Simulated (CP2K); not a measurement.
# SiSe (P-6m2) in CP2K: settings compared

The runs below take SiSe through band structure, with PBE, LDA, PBEsol, r2SCAN.

Everything below comes from runs of CP2K 2026.2. Logs are shortened: lines on timing, memory, paths and dates and some standing lists are left out, and cuts for length are marked.

### Step 1. The crystal as given

It takes space group P-6m2 (No. 187, hexagonal). Conventional cell: a = 3.595 Å, b = 3.595 Å, c = 3.599 Å, α = 90.00°, β = 90.00°, γ = 120.00°. Around Si (site symmetry -6m2) lie 6 Se at 2.75 Å. Around Se (site symmetry -6m2) lie 6 Si at 2.75 Å.

The cell was built by a generator and needn't be a form met in nature.

### Step 2. Band structure, PBE

Input file sise_bands.inp:

```
&GLOBAL
  PROJECT sise_bands
  RUN_TYPE ENERGY_FORCE
  PRINT_LEVEL LOW
&END GLOBAL
&FORCE_EVAL
  METHOD QS
  STRESS_TENSOR ANALYTICAL
  &DFT
    BASIS_SET_FILE_NAME BASIS_MOLOPT_UZH
    POTENTIAL_FILE_NAME POTENTIAL_UZH
    &MGRID
      CUTOFF 450
      REL_CUTOFF 60
      NGRIDS 5
    &END MGRID
    &QS
      METHOD GPW
      EPS_DEFAULT 1.0E-10
    &END QS
    &KPOINTS
      SCHEME MONKHORST-PACK 9 9 7
      GAMMA_CENTERED T
      SYMMETRY T
      SYMMETRY_BACKEND SPGLIB
    &END KPOINTS
    &SCF
      SCF_GUESS ATOMIC
      EPS_SCF 1.0E-6
      MAX_SCF 100
      ADDED_MOS 10
      CHOLESKY OFF
      EPS_EIGVAL 1.0E-7
      &DIAGONALIZATION ON
        ALGORITHM STANDARD
      &END DIAGONALIZATION
      &MIXING ON
        METHOD BROYDEN_MIXING
        ALPHA 0.4
        BETA 1.5
        NBUFFER 8
      &END MIXING
      &SMEAR ON
        METHOD FERMI_DIRAC
        ELECTRONIC_TEMPERATURE [K] 1160.452
      &END SMEAR
    &END SCF
    &XC
      &XC_FUNCTIONAL
        &GGA_X_PBE
        &END GGA_X_PBE
        &GGA_C_PBE
        &END GGA_C_PBE
      &END XC_FUNCTIONAL
    &END XC
    &PRINT
      &KPOINTS ON
      &END KPOINTS
      &MULLIKEN ON
      &END MULLIKEN
      &MO ON
        ENERGIES T
        OCCUPATION_NUMBERS T
        &EACH
          QS_SCF 0
        &END EACH
        ADD_LAST NUMERIC
      &END MO
      &LOWDIN ON
      &END LOWDIN
      &HIRSHFELD ON
        SHAPE_FUNCTION DENSITY
      &END HIRSHFELD
      &BAND_STRUCTURE
        FILE_NAME bands.bs
        ADDED_MOS 6
        &KPOINT_SET
          UNITS B_VECTOR
          NPOINTS 10
          SPECIAL_POINT GAMMA 0.00000000 0.00000000 0.00000000
          SPECIAL_POINT M 0.50000000 0.00000000 0.00000000
          SPECIAL_POINT K 0.33333333 0.33333333 0.00000000
          SPECIAL_POINT GAMMA 0.00000000 0.00000000 0.00000000
          SPECIAL_POINT A 0.00000000 0.00000000 0.50000000
          SPECIAL_POINT L 0.50000000 0.00000000 0.50000000
          SPECIAL_POINT H 0.33333333 0.33333333 0.50000000
          SPECIAL_POINT A 0.00000000 0.00000000 0.50000000
        &END KPOINT_SET
        &KPOINT_SET
          UNITS B_VECTOR
          NPOINTS 10
          SPECIAL_POINT L 0.50000000 0.00000000 0.50000000
          SPECIAL_POINT M 0.50000000 0.00000000 0.00000000
        &END KPOINT_SET
        &KPOINT_SET
          UNITS B_VECTOR
          NPOINTS 10
          SPECIAL_POINT K 0.33333333 0.33333333 0.00000000
          SPECIAL_POINT H 0.33333333 0.33333333 0.50000000
        &END KPOINT_SET
      &END BAND_STRUCTURE
    &END PRINT
  &END DFT
  &SUBSYS
    &CELL
      ABC 3.5952000000 3.5951960754 3.5987300000
      ALPHA_BETA_GAMMA 90.0000000000 90.0000000000 120.0000361102
      PERIODIC XYZ
    &END CELL
    &COORD
      Si  1.7976179760 1.0378329549 1.7993650000
      Se  0.0000000000 0.0000000000 0.0000000000
    &END COORD
    &KIND Si
      BASIS_SET TZVP-MOLOPT-PBE-GTH-q4
      POTENTIAL GTH-PBE-q4
    &END KIND
    &KIND Se
      BASIS_SET TZVP-MOLOPT-PBE-GTH-q6
      POTENTIAL GTH-PBE-q6
    &END KIND
    &PRINT
      &ATOMIC_COORDINATES ON
      &END ATOMIC_COORDINATES
      &CELL ON
      &END CELL
    &END PRINT
  &END SUBSYS
  &PRINT
    &FORCES ON
    &END FORCES
    &STRESS_TENSOR ON
    &END STRESS_TENSOR
  &END PRINT
&END FORCE_EVAL
```

Potentials or basis: POTENTIAL_UZH Si GTH-PBE-q4, Se GTH-PBE-q6; TZVP-MOLOPT-PBE-GTH basis.

Started as:

```sh
OMP_NUM_THREADS=1 cp2k.psmp -i sise_bands.inp -o sise_bands.out
```

sise_bands.out:

```text

 CP2K| version string:                                       CP2K version 2026.2
 CP2K| Input file name                                            sise_bands.inp

 GLOBAL| Force Environment number                                              1
 GLOBAL| Basis set file name                                    BASIS_MOLOPT_UZH
 GLOBAL| Potential file name                                       POTENTIAL_UZH
 GLOBAL| MM Potential file name                                     MM_POTENTIAL
 GLOBAL| Coordinate file name                                      __STD_INPUT__
 GLOBAL| Method name                                                        CP2K
 GLOBAL| Project name                                                 sise_bands
 GLOBAL| Run type                                                   ENERGY_FORCE
 GLOBAL| FFT library                                                       FFTW3
 GLOBAL| Diagonalization library                                       ScaLAPACK
 GLOBAL| Cholesky decomposition library                                ScaLAPACK
 GLOBAL| DGEMM library                                                      BLAS
 GLOBAL| Direct generalized diagonalization requested                          F
 GLOBAL| Matrix multiplication library                                 ScaLAPACK
 GLOBAL| Global print level                                                  LOW
 GLOBAL| Total number of message passing processes                             1
 GLOBAL| Number of threads for this process                                    1
 GLOBAL| CPU model name                                                  UNKNOWN

 CELL| Volume [angstrom^3]:                                            40.283331
 CELL| Vector a [angstrom]:       3.595     0.000     0.000   |a| =     3.595200
 CELL| Vector b [angstrom]:      -1.798     3.114     0.000   |b| =     3.595196
 CELL| Vector c [angstrom]:       0.000     0.000     3.599   |c| =     3.598730
 CELL| Angle (b,c), alpha [degree]:                                    90.000000
 CELL| Angle (a,c), beta  [degree]:                                    90.000000
 CELL| Angle (a,b), gamma [degree]:                                   120.000036
 CELL| Numerically orthorhombic:                                              NO
 CELL| Periodicity                                                           XYZ

 CELL_REF| Volume [angstrom^3]:                                        40.283331
 CELL_REF| Vector a [angstrom     3.595     0.000     0.000   |a| =     3.595200
 CELL_REF| Vector b [angstrom    -1.798     3.114     0.000   |b| =     3.595196
 CELL_REF| Vector c [angstrom     0.000     0.000     3.599   |c| =     3.598730
 CELL_REF| Angle (b,c), alpha [degree]:                                90.000000
 CELL_REF| Angle (a,c), beta  [degree]:                                90.000000
 CELL_REF| Angle (a,b), gamma [degree]:                               120.000036
 CELL_REF| Numerically orthorhombic:                                          NO
 CELL_REF| Periodicity                                                       XYZ
[... 9 lines left out ...]
 TOTAL NUMBERS AND MAXIMUM NUMBERS

  Total number of            - Atomic kinds:                                   2
                             - Atoms:                                          2
                             - Shell sets:                                     2
                             - Shells:                                        14
                             - Primitive Cartesian functions:                  8
                             - Cartesian basis functions:                     36
                             - Spherical basis functions:                     34

  Maximum angular momentum of- Orbital basis functions:                        2
                             - Local part of the GTH pseudopotential:          0
                             - Non-local part of the GTH pseudopotential:      4

 MODULE QUICKSTEP: ATOMIC COORDINATES IN ANGSTROM

   Atom Kind Element         X             Y             Z       Z(eff)     Mass
      1    1 Si   14      1.797618      1.037833      1.799365   4.0000  28.0855
      2    2 Se   34      0.000000      0.000000      0.000000   6.0000  78.9600

 SCF PARAMETERS         Density guess:                                    ATOMIC
                        --------------------------------------------------------
                        max_scf:                                             100
[... 7 lines left out ...]
                        --------------------------------------------------------
                        level_shift [a.u.]:                             0.000000
                        added MOs                                        10    0
                        --------------------------------------------------------
[... 289 lines left out ...]
 MO|      7               0.416624              11.336906               0.000000
 MO|      8               0.450838              12.267924               0.000000
 MO|      9               0.614503              16.721466               0.000000
 MO|     10               0.668198              18.182598               0.000000
 MO|     11               0.762959              20.761172               0.000000
 MO|     12               0.768194              20.903620               0.000000
 MO|     13               0.821676              22.358947               0.000000
 MO|     14               0.849546              23.117330               0.000000
 MO|     15               0.874476              23.795689               0.000000
 MO| Sum:                                                              11.999989
 MO| E(Fermi):            0.238773 a.u.          6.497352 eV
 MO| Band gap:            0.093466 a.u.          2.543343 eV

 MO| EIGENVALUES AND OCCUPATION NUMBERS FOR K POINT 10
 MO|
 MO|  Index      Eigenvalue [a.u.]        Eigenvalue [eV]             Occupation
 MO|      1              -0.248098              -6.751095               2.000000
 MO|      2              -0.050343              -1.369903               2.000000
 MO|      3               0.046356               1.261418               2.000000
 MO|      4               0.070828               1.927338               2.000000
 MO|      5               0.129975               3.536795               2.000000
 MO|      6               0.254519               6.925802               0.027186
 MO|      7               0.374834              10.199746               0.000000
 MO|      8               0.436067              11.865989               0.000000
 MO|      9               0.575667              15.664699               0.000000
 MO|     10               0.664727              18.088131               0.000000
 MO|     11               0.699644              19.038278               0.000000
 MO|     12               0.736415              20.038868               0.000000
 MO|     13               0.775046              21.090061               0.000000
[... 74 lines left out ...]
 MO|      4               0.108197               2.944180               2.000000
 MO|      5               0.124735               3.394212               2.000000
 MO|      6               0.282187               7.678704               0.000015
 MO|      7               0.321179               8.739721               0.000000
 MO|      8               0.433050              11.783902               0.000000
 MO|      9               0.560725              15.258112               0.000000
 MO|     10               0.635780              17.300447               0.000000
 MO|     11               0.715673              19.474442               0.000000
 MO|     12               0.741319              20.172316               0.000000
 MO|     13               0.815331              22.186273               0.000000
 MO|     14               0.878036              23.892568               0.000000
 MO|     15               0.888553              24.178744               0.000000
 MO| Sum:                                                              10.000015
 MO| E(Fermi):            0.238773 a.u.          6.497352 eV

 [... the levels of further k-points ...]

 !-----------------------------------------------------------------------------!
                     Mulliken Population Analysis

 #  Atom  Element  Kind  Atomic population                           Net charge
       1     Si       1          3.831709                              0.168291
       2     Se       2          6.168291                             -0.168291
 # Total charge                             10.000000                  0.000000

 !-----------------------------------------------------------------------------!

 !-----------------------------------------------------------------------------!
                           Hirshfeld Charges

  #Atom  Element  Kind  Ref Charge     Population                    Net charge
      1       Si     1       4.000          3.926                         0.074
      2       Se     2       6.000          6.074                        -0.074

  Total Charge                                                           -0.000
 !-----------------------------------------------------------------------------!

 LOWDIN POPULATION ANALYSIS

 #  Atom  Element  Kind  Atomic population                           Net charge
       1     Si       1          4.029497                             -0.029497
       2     Se       2          5.970503                              0.029497
 # Total charge                             10.000000                  0.000000

 KPOINTS| Band Structure Calculation
 KPOINTS| Number of k-point sets                                               3
 KPOINTS| Number of added MOs/bands                                            6
 KPOINTS| Number of k-points in set    1                                      71
 KPOINTS| In units of b-vector [2pi/Bohr]
 KPOINTS| Special point     1       GAMMA     0.000000     0.000000     0.000000
 KPOINTS| Special point     2           M     0.500000     0.000000     0.000000
 KPOINTS| Special point     3           K     0.333333     0.333333     0.000000
 KPOINTS| Special point     4       GAMMA     0.000000     0.000000     0.000000
 KPOINTS| Special point     5           A     0.000000     0.000000     0.500000
 KPOINTS| Special point     6           L     0.500000     0.000000     0.500000
 KPOINTS| Special point     7           H     0.333333     0.333333     0.500000
 KPOINTS| Special point     8           A     0.000000     0.000000     0.500000
 KPOINTS| Number of k-points in set    2                                      11
 KPOINTS| In units of b-vector [2pi/Bohr]
 KPOINTS| Special point     1           L     0.500000     0.000000     0.500000
 KPOINTS| Special point     2           M     0.500000     0.000000     0.000000
 KPOINTS| Number of k-points in set    3                                      11
 KPOINTS| In units of b-vector [2pi/Bohr]
 KPOINTS| Special point     1           K     0.333333     0.333333     0.000000
 KPOINTS| Special point     2           H     0.333333     0.333333     0.500000

 ENERGY| Total FORCE_EVAL ( QS ) energy [hartree]            -13.344592939254930

 FORCES| Atomic forces [hartree/bohr]
 FORCES|   Atom     x               y               z               |f|
 FORCES|      1 -5.07930255E-07  2.89165737E-07 -1.49150571E-15   5.84474094E-07
 FORCES|      2  5.08957411E-07 -2.89748181E-07 -2.00160237E-15   5.85654894E-07
 FORCES| Sum     1.02715624E-09 -5.82444474E-10 -3.49310808E-15
 FORCES| Total atomic force                                       1.18080122E-09

 STRESS| Analytical stress tensor [bar]
 STRESS|                        x                   y                   z
 STRESS|      x        5.64269839754E+03  -9.21633422786E-02  -3.81061390599E-09
 STRESS|      y       -9.21633422786E-02   5.64219923641E+03  -1.10355954941E-09
 STRESS|      z       -3.81061390599E-09  -1.10355954941E-09   8.70640600801E+03
 STRESS| 1/3 Trace                                             6.66376788065E+03
 STRESS| Determinant                                           2.77187838199E+11

 STRESS| Eigenvectors and eigenvalues of the analytical stress tensor [bar]
 STRESS|                        1                   2                   3
 STRESS| Eigenvalues   5.64218276333E+03   5.64271487062E+03   8.70640600801E+03
 STRESS|      x           0.175949382682      0.984399215123     -0.000000000001
 STRESS|      y           0.984399215123     -0.175949382682     -0.000000000000
 STRESS|      z           0.000000000001      0.000000000001      1.000000000000
```

It took 23 s on 1 thread of Arm Neoverse V2, shared host; peak memory 0.25 GiB.

What came out:

| Property | Result |
| --- | --- |
| Free energy | -363.1248 eV |
| Pressure | 0.7 GPa |
| Band gap on the k mesh | none (metal or under the smearing width) |
| Mulliken charges | Si +0.17; Se -0.17 e |
| Hirshfeld charges | Si +0.07; Se -0.07 e |

Levels at the corners of the path, in eV from the Fermi level:
```
point  band 3  band 4  band 5  band 6  band 7  band 8
    Γ   -3.80   -1.86   -1.86    2.85    2.85    4.48
    M   -3.47   -2.03   -1.91    1.84    1.92    4.74
    K   -5.96   -1.68    1.17    1.24    1.57    3.81
    Γ   -3.80   -1.86   -1.86    2.85    2.85    4.48
    A   -0.79   -0.79    1.43    2.04    2.63    2.63
    L   -6.17   -5.46   -2.00    0.88    2.65    2.68
    H   -6.07   -5.81   -4.08   -2.07    5.81    6.36
    A   -0.79   -0.79    1.43    2.04    2.63    2.63
    L   -6.17   -5.46   -2.00    0.88    2.65    2.68
    M   -3.47   -2.03   -1.91    1.84    1.92    4.74
    K   -5.96   -1.68    1.17    1.24    1.57    3.81
    H   -6.07   -5.81   -4.08   -2.07    5.81    6.36
```

Caveat: Mulliken charges move with the basis; the basis of atomic orbitals isn't converged, which shifts pressures, moduli and gaps.

[end of part 1 of 3]
